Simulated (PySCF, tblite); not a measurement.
**C5H10FO radical: geometry, infrared bands and EPR parameters**

Aim: predict the infrared bands and EPR parameters of C5H10FO radical (`CC[C@@](C)(F)C[O]`).

Computed with tblite 0.8.0 and PySCF 2.14.0, with density-fitted response routines of our own, on a single molecule in the gas phase. Atoms are numbered from 0 throughout.

## Step 1: Starting geometry

17 atoms, charge 0, multiplicity 2; geometry from: force field or distance geometry start.

Bonds of the start (Å): C0–C1 1.52, C1–C2 1.48, C2–C3 1.53, C2–F4 1.39, C2–C5 1.50, C5–O6 1.39, C0–H7 1.11, C0–H8 1.11, C0–H9 1.11, C1–H10 1.12, C1–H11 1.11, C3–H12 1.11, C3–H13 1.11, C3–H14 1.10, C5–H15 1.11, C5–H16 1.14.

## Step 2: Geometry optimisation with GFN2-xTB

What the job is given:

```
{"job": {"kind": "relax", "xc": "GFN2-xTB", "basis": "xTB"}, "charge": 0, "multiplicity": 2}
C      1.756500    -1.074700     0.352900
C      1.012000     0.226300     0.092500
C     -0.458300     0.093900    -0.024500
C     -1.086000     1.464300    -0.285800
F     -0.711800    -0.634400    -1.184000
C     -1.173400    -0.542800     1.128100
O     -0.754200    -1.844500     1.397400
H      1.722500    -1.377400     1.416700
H      1.439500    -1.882800    -0.341500
H      2.817400    -0.880700     0.101300
H      1.423100     0.686200    -0.842700
H      1.228700     0.910000     0.943300
H     -1.810500     1.422500    -1.124400
H     -1.680700     1.741100     0.603700
H     -0.327300     2.230400    -0.520100
H     -2.249800    -0.628400     0.864900
H     -1.154700     0.103300     2.061800
```

Run with:

```
OMP_NUM_THREADS=1 python probes_run.py task.json out
```

One launch serves the whole session: the jobs run in the order shown.

**Question.** This job is followed by: GFN2-xTB harmonic vibrations, gas phase; UKS B3LYP, pcH-1 on C F H O, non-relativistic, mean-field spin-orbit, GIAO. What will the session give for the following? strongest single infrared mode (GFN2-xTB); zero-point energy (GFN2-xTB); g(iso) (B3LYP); ⟨S²⟩; largest a(iso) (averaged by class); potential on the surface of density 0.002 e/bohr³, 1st and 99th percentile.

**Answer**, as computed:

| quantity | value |
| --- | --- |
| strongest single infrared mode (GFN2-xTB) | 2409 cm⁻¹, 208 km/mol |
| zero-point energy (GFN2-xTB) | 87.4 kcal/mol |
| g(iso) (B3LYP) | 2.01176 |
| ⟨S²⟩ | 0.755 (exact 0.75) |
| largest a(iso) (averaged by class) | 1H on H15, 174.9 MHz |
| potential on the surface of density 0.002 e/bohr³, 1st and 99th percentile | -1.42 V and 1.04 V |

What this shows: Relaxing lowered the energy by 0.689 eV in 92 steps; the close pair that moved most is C2–C5, from 1.498 to 1.572 Å. No mode is imaginary among the 45: a minimum at this level. The strongest single mode, at 2409 cm⁻¹, moves mainly H7. GFN2-xTB is a fitted tight-binding method: band positions and strengths are rough. Its intensities can rank the bands wrongly. O6 carries the largest spin population, 0.72 e. The isotropic g lies 9.4 ppt above the free-electron value.
